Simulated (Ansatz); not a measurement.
# C2H4GaNS: the cost of one run

Program: Ansatz 0.2.0. Level of theory: RKS PBE0/def2-SVP. These are calculated values, not measurements.

### Step 1. The structure to begin with

Bond lengths: S1–Ga2 2.585 Å, C3–C4 1.317 Å, C3–N5 1.321 Å, C4–N5 1.455 Å, S1–H6 1.446 Å, Ga2–H7 1.745 Å, C3–H8 1.141 Å, C4–H9 1.130 Å. Angles: S1–Ga2–H7 46.4°, Ga2–S1–H6 100.6°, C3–C4–N5 56.7°, C3–C4–H9 158.6°, N5–C4–H9 144.7°, C4–C3–N5 67.0°, C4–C3–H8 107.2°, N5–C3–H8 112.3°, C3–N5–C4 56.4°.

Coordinates:

```xyz
9

S     0.0151    1.6479   -1.8119
Ga    1.7069    0.8464   -0.0290
C     0.0280   -0.9698    0.1434
C    -0.5103   -0.5069    1.2525
N    -1.2475   -1.2882    0.2711
H    -1.1606    1.8472   -0.9936
H     1.1191    0.1642   -1.5242
H     0.7207   -1.8276    0.4365
H    -0.5829    0.0405    2.2380
```

### Step 2. Relaxing end A

The input, input.yaml:

```yaml
crystal:
  periodic: [false, false, false]
  atoms:
    - { symbol: S, position_ang: [0.0151, 1.6479, -1.8119] }
    - { symbol: Ga, position_ang: [1.7069, 0.8464, -0.029] }
    - { symbol: C, position_ang: [0.028, -0.9698, 0.1434] }
    - { symbol: C, position_ang: [-0.5103, -0.5069, 1.2525] }
    - { symbol: "N", position_ang: [-1.2475, -1.2882, 0.2711] }
    - { symbol: H, position_ang: [-1.1606, 1.8472, -0.9936] }
    - { symbol: H, position_ang: [1.1191, 0.1642, -1.5242] }
    - { symbol: H, position_ang: [0.7207, -1.8276, 0.4365] }
    - { symbol: H, position_ang: [-0.5829, 0.0405, 2.238] }
basis:
  gaussian: { orbitals: def2-SVP }
hamiltonian:
  xc: pbe0
relax:
  f_tol: 0.02
  max_steps: 50
```

Launch:

```
$ ansatz run input.yaml --threads 2 --pin off --max-ram 3072MiB --backend cpu --events-out ev --progress --plain --runs-dir out
```

What time and memory should one allow on 2 threads of Intel Xeon Platinum 8488C (Sapphire Rapids), shared host?

About 2.2 min, with a peak of 0.3 GiB.
